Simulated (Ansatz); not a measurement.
# C2H3ClSi: the cost of one run

The runs use Ansatz 0.2.0, Gaussian basis; unrestricted cation, the program's frozen cores in correlated methods.

The runs, in order: UKS PBE-D4/def2-TZVPP; UKS r2SCAN-D4/def2-TZVPP; UKS PBE0-D4/def2-TZVPP; UKS B3LYP-D4/def2-TZVPP; UKS wB97X-V/def2-TZVPP; UKS wB97M-V/def2-TZVPP; UKS B2PLYP/def2-TZVPP; UHF-MP2/def2-TZVPP; UHF-MP2/def2-QZVPP; then −ε(HOMO) from the neutral's earlier runs with LDA (SPW92), PBE-D4, revPBE-D4, BLYP-D4, r2SCAN-D4, B97M-V, PBE0-D4, B3LYP-D4, r2SCANh-D4, r2SCAN0-D4, HSE06-D4, BHLYP-D4, CAM-B3LYP-D4, LC-ωPBE, ωB97X-V, ωB97M-V.

1 further run of the same task is left out (it didn't finish).

## 1. The geometry

An earlier PBE0-D4 in a triple-zeta def2 set relaxation fixed the geometry.

SMILES `Cl[SiH]1C=C1`, 7 atoms, charge 0, spin multiplicity 1.

Atoms are counted from 1 here; the program's logs count them from 0.

Bond lengths: Cl1–Si2 2.048 Å, Si2–C3 1.787 Å, Si2–C4 1.787 Å, Si2–H5 1.473 Å, C3–C4 1.341 Å, C3–H6 1.083 Å, C4–H7 1.083 Å. Angles: Cl1–Si2–C3 122.2°, Cl1–Si2–C4 122.2°, Cl1–Si2–H5 107.1°, C3–Si2–C4 44.1°, C3–Si2–H5 124.7°, C4–Si2–H5 124.7°, Si2–C3–C4 68.0°, Si2–C3–H6 157.2°, C4–C3–H6 134.8°, Si2–C4–C3 68.0°, Si2–C4–H7 157.2°, C3–C4–H7 134.8°.

## 2. Cation, UKS PBE-D4/def2-TZVPP

Contents of in.yaml:

```yaml
crystal:
  periodic: [false, false, false]
  atoms:
    - {symbol: Cl, position_ang: [-1.827063, -1.759344, -0.559288]}
    - {symbol: Si, position_ang: [-0.694585, -0.052909, -0.520917]}
    - {symbol: C, position_ang: [0.282876, 0.410234, 0.902146]}
    - {symbol: C, position_ang: [1.041133, -0.070567, -0.094293]}
    - {symbol: H, position_ang: [-1.317916, 0.900508, -1.455289]}
    - {symbol: H, position_ang: [0.477428, 0.766235, 1.906720]}
    - {symbol: H, position_ang: [2.099427, -0.262258, -0.224775]}
basis:
  gaussian: {orbitals: def2-TZVPP}
total_charge: 1
magnetization: {spin_polarized: true, initial_magnetization: 1}
hamiltonian: {xc: pbe, dispersion: d4}
```

Command:

```console
$ ansatz run in.yaml --threads 2 --pin off --events-out ev --progress --plain --max-ram 4352MiB
```

Q: Estimate wall time and peak memory on 2 threads of Arm Neoverse V1, shared host.

About 8.5 s, with a peak of 0.45 GiB.
